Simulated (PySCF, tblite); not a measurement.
# C₃H₁₃B₃SSi: geometry, infrared bands and NMR shifts

Wanted: the infrared bands and NMR shifts of C₃H₁₃B₃SSi (`BBS[SiH2]CB(C)C`), by calculation.

Computed with tblite 0.8.0 and PySCF 2.14.0, with density-fitted response routines of our own, on a single molecule in the gas phase. Atoms are numbered from 0 throughout.

## Step 1: The molecule as given

21 atoms, charge 0, multiplicity 1; geometry from: force field or distance geometry start.

Bonds of the start (Å): B0–B1 1.64, B1–S2 1.87, S2–Si3 2.17, Si3–C4 1.87, C4–B5 1.59, B5–C6 1.60, B5–C7 1.57, B0–H8 1.19, B0–H9 1.19, B1–H10 1.20, Si3–H11 1.46, Si3–H12 1.49, C4–H13 1.10, C4–H14 1.11, C6–H15 1.11, C6–H16 1.12, C6–H17 1.09, C7–H18 1.11, C7–H19 1.12, C7–H20 1.12.

## Step 2: Geometry optimisation with GFN2-xTB

Job settings and geometry (Å):

```
{"job": {"kind": "relax", "xc": "GFN2-xTB", "basis": "xTB"}, "charge": 0, "multiplicity": 1}
B      4.290800     0.405900    -0.441200
B      3.993500    -1.144300     0.009300
S      2.257600    -1.794200    -0.227200
Si     0.875300    -0.220100     0.338500
C     -0.736200    -0.661700    -0.508400
B     -1.901200     0.055700     0.307300
C     -2.011100     1.637500     0.095900
C     -3.251300    -0.722000     0.455100
H      3.892400     0.773300    -1.499400
H      4.260900     1.226100     0.425800
H      4.550600    -1.510200     1.007700
H      1.385500     1.075200    -0.099800
H      0.680100    -0.229200     1.814000
H     -0.815400    -1.759300    -0.469200
H     -0.672100    -0.270300    -1.549600
H     -2.857700     1.987400     0.721600
H     -1.027000     2.038000     0.442600
H     -2.136000     1.809900    -0.977400
H     -3.113900    -1.826600     0.498900
H     -3.750300    -0.352600     1.383400
H     -3.923400    -0.501800    -0.418900
```

Launch:

```
> OMP_NUM_THREADS=1 python probes_run.py task.json out
```

One launch serves the whole session: the jobs run in the order shown.

Output:

```text
step      E/eV     max force
  0    -589.87839    2.734
  1    -590.20670    1.993
  2    -590.61172    0.871
  3    -590.69287    0.712
  4    -590.76111    0.521
  5    -590.81643    0.607
  6    -590.88129    0.516
  7    -590.92063    0.503
  8    -590.95868    0.415
  9    -590.99617    0.556
 10    -591.04293    0.623
 11    -591.08482    0.486
 12    -591.11435    0.315
 13    -591.13363    0.301
 14    -591.15039    0.291
 15    -591.16628    0.328
 16    -591.18237    0.295
 17    -591.19810    0.357
 18    -591.21057    0.332
 19    -591.21707    0.193
 20    -591.22185    0.173
 21    -591.22530    0.162
 22    -591.23305    0.231
 23    -591.23848    0.210
 24    -591.24550    0.204
 25    -591.24986    0.190
 26    -591.25358    0.134
 27    -591.25669    0.125
 28    -591.25954    0.129
 29    -591.26214    0.164
 30    -591.26499    0.168
 31    -591.26800    0.129
 32    -591.27047    0.115
 33    -591.27201    0.074
 34    -591.27318    0.083
 35    -591.27455    0.081
 36    -591.27605    0.112
 37    -591.27726    0.102
 38    -591.27808    0.066
 39    -591.27878    0.062
 40    -591.27963    0.081
 41    -591.28067    0.099
 42    -591.28176    0.091
 43    -591.28283    0.063
 44    -591.28402    0.090
 45    -591.28550    0.102
 46    -591.28720    0.118
 47    -591.28895    0.092
 48    -591.29056    0.081
 49    -591.29197    0.083
 50    -591.29319    0.092
 51    -591.29425    0.106
 52    -591.29527    0.093
 53    -591.29634    0.072
 54    -591.29732    0.064
 55    -591.29797    0.045
 56    -591.29839    0.067
 57    -591.29882    0.058
 58    -591.29952    0.055
 59    -591.30028    0.063
 60    -591.30086    0.078
 61    -591.30146    0.058
 62    -591.30214    0.067
 63    -591.30300    0.069
 64    -591.30365    0.054
 65    -591.30415    0.048
 66    -591.30463    0.046
 67    -591.30527    0.068
 68    -591.30600    0.068
 69    -591.30662    0.044
 70    -591.30704    0.045
 71    -591.30738    0.046
 72    -591.30783    0.053
 73    -591.30842    0.051
 74    -591.30905    0.048
 75    -591.30966    0.057
 76    -591.31037    0.068
 77    -591.31149    0.088
 78    -591.31342    0.102
 79    -591.31541    0.089
 80    -591.31707    0.080
 81    -591.31849    0.074
 82    -591.31999    0.086
 83    -591.32145    0.081
 84    -591.32264    0.064
 85    -591.32350    0.064
 86    -591.32427    0.091
 87    -591.32523    0.074
 88    -591.32667    0.048
 89    -591.32715    0.048
 90    -591.32776    0.043
 91    -591.32834    0.051
 92    -591.32913    0.055
 93    -591.33008    0.047
 94    -591.33108    0.069
 95    -591.33209    0.071
 96    -591.33305    0.058
 97    -591.33250    0.106
 98    -591.33423    0.043
 99    -591.33446    0.038
100    -591.33502    0.033
101    -591.33558    0.039
102    -591.33633    0.055
103    -591.33724    0.058
104    -591.33802    0.060
105    -591.33853    0.060
106    -591.33896    0.053
107    -591.33944    0.055
108    -591.34001    0.056
109    -591.34062    0.059
110    -591.34123    0.069
111    -591.34190    0.066
112    -591.34277    0.085
113    -591.34374    0.089
114    -591.34450    0.055
115    -591.34491    0.032
116    -591.34514    0.030
117    -591.34539    0.038
118    -591.34571    0.055
119    -591.34608    0.064
120    -591.34638    0.053
121    -591.34658    0.041
122    -591.34675    0.027
123    -591.34700    0.038
124    -591.34727    0.046
125    -591.34765    0.047
126    -591.34796    0.047
127    -591.34820    0.034
128    -591.34842    0.034
129    -591.34867    0.038
130    -591.34894    0.041
131    -591.34916    0.044
132    -591.34933    0.031
133    -591.34945    0.030
134    -591.34958    0.025
135    -591.34971    0.024
136    -591.34985    0.026
137    -591.35003    0.041
138    -591.35025    0.055
139    -591.35057    0.061
140    -591.35101    0.062
141    -591.35161    0.059
142    -591.35229    0.054
143    -591.35291    0.057
144    -591.35337    0.045
145    -591.35373    0.042
146    -591.35409    0.043
147    -591.35441    0.048
148    -591.35472    0.054
149    -591.35497    0.035
150    -591.35523    0.026
151    -591.35531    0.022
152    -591.35541    0.019
153    -591.35548    0.019
154    -591.35555    0.021
155    -591.35562    0.025
156    -591.35570    0.023
157    -591.35581    0.028
158    -591.35598    0.028
159    -591.35623    0.042
160    -591.35660    0.061
161    -591.35707    0.062
162    -591.35757    0.044
163    -591.35806    0.050
164    -591.35861    0.070
165    -591.35927    0.089
166    -591.35997    0.084
167    -591.36067    0.060
168    -591.36129    0.083
169    -591.36206    0.100
170    -591.36293    0.106
171    -591.36406    0.072
172    -591.36479    0.060
173    -591.36544    0.054
174    -591.36588    0.076
175    -591.36659    0.068
176    -591.36725    0.084
177    -591.36798    0.060
178    -591.36850    0.054
179    -591.36922    0.073
180    -591.37014    0.062
181    -591.37155    0.068
182    -591.37316    0.076
183    -591.37251    0.212
184    -591.37536    0.100
185    -591.37636    0.097
186    -591.37756    0.113
187    -591.37832    0.059
188    -591.37894    0.045
189    -591.37924    0.045
190    -591.37954    0.049
191    -591.37970    0.039
192    -591.37985    0.020
193    -591.37997    0.022
194    -591.38008    0.023
195    -591.38017    0.025
196    -591.38026    0.031
197    -591.38037    0.030
198    -591.38053    0.026
199    -591.38068    0.024
200    -591.38086    0.027
201    -591.38106    0.029
202    -591.38126    0.039
203    -591.38144    0.030
204    -591.38162    0.032
205    -591.38178    0.028
206    -591.38196    0.026
207    -591.38212    0.031
208    -591.38230    0.034
209    -591.38247    0.028
210    -591.38267    0.021
211    -591.38283    0.021
212    -591.38297    0.023
213    -591.38312    0.027
214    -591.38327    0.037
215    -591.38348    0.029
216    -591.38366    0.028
217    -591.38387    0.024
218    -591.38398    0.024
219    -591.38416    0.025
220    -591.38430    0.023
221    -591.38439    0.027
222    -591.38449    0.021
223    -591.38460    0.019
224    -591.38472    0.022
225    -591.38480    0.020
226    -591.38488    0.020
227    -591.38494    0.015
228    -591.38499    0.012
229    -591.38504    0.020
230    -591.38508    0.014
231    -591.38517    0.017
232    -591.38523    0.023
233    -591.38530    0.029
234    -591.38535    0.022
235    -591.38540    0.022
236    -591.38545    0.014
237    -591.38549    0.013
238    -591.38554    0.014
239    -591.38561    0.020
240    -591.38571    0.026
241    -591.38582    0.025
242    -591.38594    0.024
243    -591.38609    0.035
244    -591.38629    0.038
245    -591.38656    0.037
246    -591.38678    0.030
247    -591.38704    0.033
248    -591.38737    0.031
249    -591.38778    0.040
250    -591.38822    0.041
251    -591.38860    0.036
252    -591.38888    0.032
253    -591.38907    0.026
254    -591.38923    0.027
255    -591.38940    0.026
256    -591.38952    0.025
257    -591.38964    0.032
258    -591.38976    0.032
259    -591.38992    0.021
260    -591.38997    0.016
261    -591.39001    0.015
262    -591.39005    0.014
263    -591.39009    0.012
264    -591.39013    0.013
265    -591.39017    0.014
266    -591.39020    0.013
267    -591.39023    0.015
268    -591.39026    0.014
269    -591.39028    0.010
```

Run time: 8.4 s. Hardware: 1 thread of Intel Xeon at 2.50GHz, shared host; peak memory 0.18 GiB.

Step by step: (not every step is listed)

| step | energy from step 0 (eV) | largest force (eV/Å) |
| --- | --- | --- |
| 0 | 0.0000 | 2.7340 |
| 1 | -0.3283 | 1.9932 |
| 2 | -0.7333 | 0.8708 |
| 3 | -0.8145 | 0.7118 |
| 4 | -0.8827 | 0.5209 |
| 5 | -0.9380 | 0.6072 |
| 6 | -1.0029 | 0.5156 |
| 7 | -1.0422 | 0.5034 |
| 8 | -1.0803 | 0.4150 |
| 33 | -1.3936 | 0.0740 |
| 58 | -1.4211 | 0.0554 |
| 83 | -1.4431 | 0.0814 |
| 108 | -1.4616 | 0.0564 |
| 133 | -1.4711 | 0.0303 |
| 158 | -1.4776 | 0.0285 |
| 183 | -1.4941 | 0.2124 |
| 208 | -1.5039 | 0.0341 |
| 233 | -1.5069 | 0.0289 |
| 258 | -1.5114 | 0.0324 |
| 264 | -1.5117 | 0.0128 |
| 265 | -1.5118 | 0.0140 |
| 266 | -1.5118 | 0.0129 |
| 267 | -1.5118 | 0.0146 |
| 268 | -1.5119 | 0.0143 |
| 269 | -1.5119 | 0.0102 |

Close pairs (by a distance rule), those that changed most:

| bond | before (Å) | after (Å) | change (Å) |
| --- | --- | --- | --- |
| B1–S2 | 1.869 | 1.777 | -0.092 |
| C7–H20 | 1.124 | 1.091 | -0.034 |
| C4–B5 | 1.593 | 1.561 | -0.032 |
| C7–H19 | 1.117 | 1.088 | -0.029 |
| C6–H16 | 1.118 | 1.091 | -0.027 |
| C7–H18 | 1.114 | 1.088 | -0.026 |
| B1–H10 | 1.200 | 1.176 | -0.025 |
| Si3–H12 | 1.488 | 1.464 | -0.024 |

The final coordinates are the input of the step that follows.

## Step 3: Harmonic vibrations with GFN2-xTB

Job settings and geometry (Å):

```
{"job": {"kind": "ir", "xc": "GFN2-xTB", "basis": "xTB"}, "charge": 0, "multiplicity": 1}
B      3.977346     0.159688     0.713121
B      3.832369    -1.011956    -0.405615
S      2.245094    -1.470534    -1.059483
Si     0.793352    -0.203109    -0.066705
C     -0.883016    -0.740773    -0.773285
B     -1.981243     0.122412    -0.076549
C     -2.308280     1.570861    -0.607844
C     -2.712445    -0.434938     1.205055
H      4.128864     1.288664     0.429224
H      3.915015    -0.053074     1.866178
H      4.707887    -1.641396    -0.874589
H      1.124693     1.189896    -0.371191
H      0.903826    -0.424662     1.376443
H     -0.991865    -1.810766    -0.593302
H     -0.840314    -0.597042    -1.853218
H     -3.378844     1.760774    -0.662134
H     -1.911891     2.307361     0.091912
H     -1.880377     1.792419    -1.582498
H     -2.078773    -1.093149     1.796078
H     -3.100742     0.341401     1.860335
H     -3.569575    -1.035135     0.897002
```

Output:

```text
mode    cm-1     km/mol
  1      20.9      0.82
  2      33.3      0.54
  3      47.3      0.36
  4      64.4      0.12
  5      66.7      0.40
  6      90.4      1.32
  7     121.6      0.84
  8     125.1      1.68
  9     131.8      1.48
 10     216.9      1.65
 11     284.3      1.29
 12     296.6      1.74
 13     308.4      0.66
 14     370.7      1.60
 15     433.7     51.22
 16     478.1      0.16
 17     492.0     48.30
 18     580.3      6.98
 19     680.5     66.11
 20     682.6     21.65
 21     698.7    374.71
 22     729.6     11.31
 23     757.6     42.38
 24     761.0     56.10
 25     769.4     51.70
 26     775.0    145.50
 27     782.9     71.71
 28     855.5     42.92
 29     868.3    114.39
 30     890.2     31.45
 31     895.7      3.33
 32     977.3     40.57
 33    1030.4     35.20
 34    1095.2    259.21
 35    1179.7    322.66
 36    1180.8     19.09
 37    1184.6    136.04
 38    1386.0     45.88
 39    1391.6     22.07
 40    1451.3      0.74
 41    1489.5      1.75
 42    1491.5      0.23
 43    1495.4      1.36
 44    1500.5      1.91
 45    2243.5    355.73
 46    2264.8    113.52
 47    2593.4    110.99
 48    2604.6     79.64
 49    2618.1    117.61
 50    2976.7     23.39
 51    2983.9     31.59
 52    2995.1      0.57
 53    2997.9     46.79
 54    3023.3     14.31
 55    3026.7     59.72
 56    3034.1     26.92
 57    3036.7     45.70
```

Wall time 3.1 s (1 thread of Intel Xeon at 2.50GHz, shared host); peak memory 0.18 GiB.

The strongest bands and the atoms that carry them (share of the mass-weighted mode):

| cm⁻¹ | km/mol | atoms |
| --- | --- | --- |
| 699 | 374.7 | H12 45 %, H11 44 % |
| 775 | 145.5 | H11 34 %, H12 29 %, Si3 13 % |
| 868 | 114.4 | H19 18 %, B5 18 %, H15 14 %, H20 11 % |
| 1095 | 259.2 | H13 39 %, H14 32 %, C4 24 % |
| 1180 | 322.7 | B5 63 %, C4 10 % |
| 1185 | 136.0 | B5 62 % |
| 2244 | 355.7 | H12 55 %, H11 41 % |
| 2618 | 117.6 | H8 52 %, H9 37 %, B0 11 % |

## Step 4: NMR shieldings: PBE0/pcSseg-1

Settings changed since step 3:

```diff
@@ -1,2 +1,2 @@
-{"job": {"kind": "ir", "xc": "GFN2-xTB", "basis": "xTB"}, "charge": 0, "multiplicity": 1}
+{"job": {"kind": "nmr", "xc": "PBE0", "basis": "pcSseg-1"}, "charge": 0, "multiplicity": 1}
 B      3.977346     0.159688     0.713121
```

Method: GIAO PBE0/pcSseg-1 NMR shielding, non-relativistic, gas phase.

Output:

```text
coarse grid: 17824 points
cycle   1  E = -883.6999231578  dE =  4.295e-01  |g| = 5.431e-01  |ddm| = 3.986e+00
cycle   2  E = -883.6901343545  dE =  9.789e-03  |g| = 5.799e-01  |ddm| = 1.065e+00
cycle   3  E = -883.7811645628  dE = -9.103e-02  |g| = 3.662e-02  |ddm| = 5.943e-01
cycle   4  E = -883.7814855195  dE = -3.210e-04  |g| = 2.116e-02  |ddm| = 7.112e-02
cycle   5  E = -883.7816096815  dE = -1.242e-04  |g| = 3.562e-03  |ddm| = 2.477e-02
cycle   6  E = -883.7816126557  dE = -2.974e-06  |g| = 1.283e-03  |ddm| = 4.996e-03
final grid: 160760 points
cycle   7  E = -883.8234614749  dE = -4.689e-05  |g| = 8.741e-03  |ddm| = 3.046e-02
cycle   8  E = -883.8234538309  dE =  7.644e-06  |g| = 1.011e-02  |ddm| = 1.695e-02
cycle   9  E = -883.8234814885  dE = -2.766e-05  |g| = 7.960e-04  |ddm| = 1.058e-02
cycle  10  E = -883.8234816868  dE = -1.983e-07  |g| = 2.075e-04  |ddm| = 1.371e-03
cycle  11  E = -883.8234816976  dE = -1.082e-08  |g| = 4.832e-05  |ddm| = 2.525e-04
cycle  12  E = -883.8234816983  dE = -6.494e-10  |g| = 1.946e-05  |ddm| = 7.584e-05
converged SCF energy = -883.8234816983

GIAO shielding tensors (ppm)
atom      isotropic    diamagn.    paramagn.     s11        s22        s33       span
  0 B       -4.514     194.427    -198.941   -125.297    -28.289    140.045    265.341
  1 B       16.298     199.124    -182.826    -81.947     -0.257    131.097    213.044
  2 S      488.531    1061.343    -572.812    168.912    547.443    749.239    580.327
  3 Si     382.385     883.237    -500.852    340.976    379.202    426.977     86.001
  4 C      156.990     260.018    -103.028    120.007    165.097    185.866     65.859
  5 B       14.835     189.682    -174.847    -39.668    -37.927    122.101    161.768
  6 C      170.599     252.988     -82.388    151.139    173.550    187.109     35.970
  7 C      172.168     252.717     -80.549    153.952    174.919    187.632     33.680
  8 H       21.891      29.121      -7.230      9.331     25.014     31.329     21.998
  9 H       21.891      29.091      -7.200      9.326     24.994     31.353     22.027
 10 H       22.764      28.971      -6.206     16.138     25.398     26.757     10.619
 11 H       27.047      33.136      -6.090     22.550     27.365     31.225      8.675
 12 H       27.101      32.983      -5.883     22.729     27.297     31.277      8.548
 13 H       29.869      34.068      -4.200     26.471     29.294     33.840      7.369
 14 H       29.872      33.883      -4.011     26.630     28.662     34.325      7.695
 15 H       30.591      28.807       1.784     26.599     29.106     36.069      9.470
 16 H       31.212      31.701      -0.489     28.072     29.393     36.172      8.100
 17 H       30.751      32.428      -1.678     26.738     30.620     34.894      8.155
 18 H       30.773      32.769      -1.996     26.845     30.657     34.816      7.971
 19 H       30.844      30.538       0.306     27.260     29.515     35.756      8.496
 20 H       31.068      28.772       2.296     27.068     28.982     37.154     10.085
```

Run time: 2.2 min. Hardware: 1 thread of Intel Xeon at 2.50GHz, shared host; peak memory 0.96 GiB.

The references, computed at this level on geometries of the same kind, shield at (ppm): ¹H TMS 31.72, ¹³C TMS 186.9, ²⁹Si TMS 349.2, ¹¹B BF3·OEt2 100.1, ³³S CS2 504. Their shielding less the atom's gives the shift. The references are single molecules in the gas phase. Atoms listed in one row are averaged.

| atoms | environment | σ (ppm) | δ (ppm) | δ scaled to CDCl3 |
| --- | --- | --- | --- | --- |
| C4 | sp3 CH2 bonded to B and Si | 157.0 | 29.9 | 27.3 |
| C6, C7 | methyl carbon bonded to B | 171.4 | 15.5 | 13.3 |
| H8, H9 | hydrogen on a boron bonded to B | 21.89 | 9.83 | – |
| H10 | hydrogen on a boron bonded to B, S | 22.76 | 8.95 | – |
| H11, H12 | hydrogen on a silicon bonded to C, S | 27.07 | 4.64 | – |
| H13, H14 | hydrogen on an sp3 CH2 bonded to B and Si | 29.87 | 1.85 | 1.85 |
| H15, H16, H17, H18, H19, H20 | hydrogen on a methyl carbon bonded to B | 30.87 | 0.84 | 0.90 |
| B0 | boron bonded to B, 2 H | -4.5 | 104.6 | – |
| B5 | boron bonded to 3 C | 14.8 | 85.2 | – |
| B1 | boron bonded to B, S, H | 16.3 | 83.8 | – |
| S2 | sulfur bonded to B, Si | 489 | 15 | – |
| Si3 | silicon bonded to C, S, 2 H | 382.4 | -33.2 | – |

The scaled column applies a straight-line fit of computed shieldings to shifts measured in CDCl3, with any fitted terms for Cl, Br or S neighbours (root-mean-square error 0.16 ppm for H, 1.9 ppm for C).

The run also stored atomic charges by several schemes (e):

| atoms | Mulliken | IAO | Hirshfeld | ESP fit |
| --- | --- | --- | --- | --- |
| B0 | -0.08 | -0.09 | 0.08 | 0.19 |
| B1 | -0.03 | -0.17 | 0.03 | 0.02 |
| S2 | -0.37 | -0.10 | -0.09 | -0.29 |
| Si3 | 0.56 | 0.70 | 0.34 | 0.55 |
| C4 | -0.71 | -0.66 | -0.22 | -0.79 |
| B5 | 0.35 | 0.33 | 0.20 | 0.79 |
| C6, C7 | -0.48 | -0.58 | -0.20 | -0.76 |

Mayer bond orders: B0–B1 1.05, B1–S2 1.24, S2–Si3 0.90, Si3–C4 0.91, C4–B5 1.03, B5–C6 1.07, B5–C7 1.06.

Orbitals, density, ELF and potential are computed afterwards from the orbital file.

Frontier orbitals at PBE0/pcSseg-1, with the share of their density that lies nearest to each atom:

| orbital | energy (eV) | lies on |
| --- | --- | --- |
| HOMO | -7.86 | S2 38 %; B0, B1 about 16 % each; H10 9 % |
| LUMO | -1.95 | B0 49 %; H8, H9 about 13 % each |

ELF in a plane through or near 6 of the atoms.

Ten even steps from ' ' (0.00) to '@' (1.00):
```
                                                        
                                                        
                                                        
                                                        
          ::##**      ::==      ==%%##::                
        ..@@@@@@==    %%@@==    %%@@@@++....            
        --@@@@@@%%  ..@@@@%%    %%@@@@**--==            
        ::@@@@@@##  ::@@@@%%..  ==%%%%------            
          ==****--  ..##%%==..  ..--::..                
            ==      ..====--..    ::..                  
          ::----..  ::@@@@##::  ..++++++==              
          ::++++..  ++@@@@@@--  ::**==####..            
          ..::::    ==@@@@@@::  ==##::==**..            
                    ..@@@@##    @@@@**++++::            
                      ::++    ::@@@@%%----..            
                              ..@@@@**....              
                                ::==..                  
                                                        
                                                        
                                                        
```
The map spans 15.0 Å across and 9.4 Å up, centred on the molecule. Atoms in the plane (x, y in Å): B0 (-3.9, 0.3), C7 (2.6, -1.2), H8 (-3.9, 1.4), H12 (-0.9, -0.9), H16 (2.2, 1.8), H18 (1.9, -2.0).

On the surface of density 0.002 e/bohr³ the electrostatic potential runs, from the 1st to the 99th percentile, from -0.70 V near S2 to 1.40 V near B0.

## Step 5: What came out

| quantity | value |
| --- | --- |
| strongest single infrared mode (GFN2-xTB) | 699 cm⁻¹, 375 km/mol |
| zero-point energy (GFN2-xTB) | 96.6 kcal/mol |
| ¹³C shifts against TMS (PBE0/pcSseg-1, means over atoms taken as alike) | 29.9, 15.5 ppm |
| ¹H shifts against TMS (PBE0/pcSseg-1, means over atoms taken as alike) | 9.83, 8.95, 4.64, 1.85, 0.84 ppm |
| ¹¹B shifts against BF3·OEt2 (PBE0/pcSseg-1) | 104.6, 85.2, 83.8 ppm |
| ³³S shifts against CS2 (PBE0/pcSseg-1) | 15 ppm |
| ²⁹Si shifts against TMS (PBE0/pcSseg-1) | -33.2 ppm |
| surface potential, 1st and 99th percentile | -0.70 V and 1.40 V |

In words: The optimisation took 269 steps and gained 1.512 eV; among the close pairs (by a distance rule), B1–S2 changed most, from 1.869 to 1.777 Å. No mode is imaginary among the 57: a minimum at this level. The strongest single mode, at 699 cm⁻¹, moves mainly H12 and H11. Unscaled tight-binding wavenumbers are off by several per cent, some by more. Its intensities can rank the bands wrongly. At PBE0/pcSseg-1: The largest span, 580 ppm, is at S2, where the paramagnetic term is -573 ppm. At PBE0/pcSseg-1, counted by nearest atom on the grid, the HOMO lies on S2 38 %; B0, B1 about 16 % each, the LUMO on B0 49 %; H8, H9 about 13 % each.
